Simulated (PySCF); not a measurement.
# Ga: dipole response in def2-QZVPPD

Aim: the static polarisability and the C₆ coefficient of Ga, method by method.

Program: PySCF 2.14.0. Level of theory: unrestricted determinants in a Gaussian basis, no spin-orbit coupling in the energies. These are calculated values, not measurements, unless marked.

## 1. The atom as given

* Element: gallium (Z = 31)
* Basis: def2-QZVPPD (12s7p5d4f1g, 95 functions)
* Hamiltonian: no relativity, point nucleus
* State 1: Ga: [Ar] 3d10 4s2 4p1, 2P determinant
* Methods: HSE06

Outer shells as boxes (Hund's rule):

Ga [Ar] 3d10 4s2 4p1
```
[Ar] core
3d [↑↓][↑↓][↑↓][↑↓][↑↓]
4s [↑↓]
4p [↑ ][  ][  ]
```

The runs were made by one driver on top of PySCF. The scripts below sum up each run's settings (the driver also hands on starting orbitals that pick excited configurations, and frozen orbitals as a list rather than a count), and the logs come from the driver's own runs. The driver starts from symmetry-adapted Hartree-Fock orbitals, holds the occupation by maximum overlap and uses a logarithmic radial grid for functionals, so a plain start would take other cycles.

The integrals over 95 functions and the set-up took 3.3 s of CPU time.

## 2. Ga, at HSE06

#### HSE06

Input file input.py:

```python
from pyscf import gto, scf, dft, mp, cc
import basis_set_exchange as bse
mol = gto.M(atom="Ga 0 0 0", charge=0, spin=1, symmetry="D2h",
            basis=gto.basis.parse(bse.get_basis("def2-QZVPPD", elements=["Ga"], fmt="nwchem")))
mf = dft.UKS(mol, xc="HSE06")
mf.irrep_nelec = {'Ag': (6, 6), 'B1g': (1, 1), 'B2g': (1, 1), 'B3g': (1, 1), 'B1u': (2, 2), 'B2u': (3, 2), 'B3u': (2, 2)}
mf.kernel()
```

Log:

```text
damping factor = 0
level_shift factor = 0
DIIS = <class 'pyscf.scf.diis.CDIIS'>
diis_start_cycle = 1
diis_space = 10
diis_damp = 0
SCF conv_tol = 1e-09
SCF conv_tol_grad = None
number electrons alpha = 16  beta = 15
XC functionals = HSE06
    J. Heyd, G. E. Scuseria, and M. Ernzerhof.,  J. Chem. Phys. 118, 8207 (2003)
    J. Heyd, G. E. Scuseria, and M. Ernzerhof.,  J. Chem. Phys. 124, 219906 (2006)
    A. V. Krukau, O. A. Vydrov, A. F. Izmaylov, and G. E. Scuseria.,  J. Chem. Phys. 125, 224106 (2006)
cycle= 1 E= -1924.58953430278  delta_E= -0.0107  |g|= 0.191  |ddm|= 0.193
cycle= 2 E= -1924.58489822075  delta_E= 0.00464  |g|= 0.27  |ddm|= 0.138
cycle= 3 E= -1924.59368045189  delta_E= -0.00878  |g|= 0.00478  |ddm|= 0.0801
cycle= 4 E= -1924.59368453204  delta_E= -4.08e-06  |g|= 0.000738  |ddm|= 0.00392
cycle= 5 E= -1924.59368467233  delta_E= -1.4e-07  |g|= 2.49e-05  |ddm|= 0.00057
cycle= 6 E= -1924.59368467305  delta_E= -7.25e-10  |g|= 3.09e-06  |ddm|= 4.18e-05
converged SCF energy = -1924.59368467305  <S^2> = 0.75334475  2S+1 = 2.003342
```

It used 51 s of CPU time after the integrals (shared host).

Orbital energies by shell (radii are means over both spins):

```
shell  electrons  mean orbital energy (eV)  spread (eV)  rms radius (bohr)
 1s α          1                  -10147.0            0             0.0572
 1s β          1                  -10147.0            0             0.0572
 2s α          1                   -1252.5            0              0.240
 2s β          1                   -1252.5            0              0.240
 2p α          3                   -1108.4        0.044              0.213
 2p β          3                   -1108.4        0.085              0.213
 3s α          1                   -150.87            0              0.710
 3s β          1                   -150.84            0              0.710
 3p α          3                   -103.60        0.161              0.742
 3p β          3                   -103.56        0.275              0.742
 3d α          5                   -22.650        0.212              0.914
 3d β          5                   -22.600        0.313              0.914
 4s α          1                    -9.581            0               2.58
 4s β          1                    -8.825            0               2.58
 4p α          1                    -3.406            0               3.66
```

⟨S²⟩ = 0.753, ⟨L²⟩ = 2.01.

The driver then solved the coupled dipole response at imaginary frequencies: mean α = 57.51 bohr³ (xx, yy, zz: 44.85, 82.82, 44.85), C₆ = 488.2 au for a like pair.

Radial density 4πr²ρ of Ga at HSE06:

```
r (bohr)  density  spin density
0.000837    0.171         0.000
 0.00141    0.466         0.000
 0.00237     1.24         0.000
 0.00399     3.18         0.000
 0.00670     7.61         0.000
  0.0113     16.2         0.000
  0.0190     28.6         0.000
  0.0319     37.4         0.001
  0.0537     33.3         0.005
  0.0903     32.1         0.012
   0.152     43.5         0.008
   0.255     27.9        -0.007
   0.430     23.7         0.017
   0.722     21.9        -0.002
    1.22     5.81         0.051
    2.04     1.76         0.283
    3.44    0.612         0.269
    5.78   0.0716         0.057
    9.73  0.00142         0.001
```

## 3. The response side by side

Ga, in atomic units:

```
method  mean α  C₆ (like pair)  S(−4)
 HSE06   57.51           488.2   2276
```

Reference α: 50 ± 3 bohr³ (recommended; Schwerdtfeger and Nagle, table of static dipole polarizabilities (2023 update)). Published C₆: 498.0 (Chu and Dalgarno (2004); Tang, Norbeck and Certain (1976)).

α(iu) at HSE06:

```
u (hartree)  α(iu) (bohr³)
          0          57.51
     0.0500          52.59
      0.100          43.13
      0.200          27.69
      0.300          18.59
      0.500          9.864
      0.750          5.602
       1.00          3.718
       1.50          2.104
       2.00          1.418
       3.00         0.8178
       5.00         0.4057
```

## 4. Results

```
quantity                                 value
 α of Ga  57.51 (HSE06) bohr³; reference 50.00
```

**Reading.** For Ga HSE06 differs from the reference by +15 %. All values hold for this basis alone; no basis-set limit was taken.
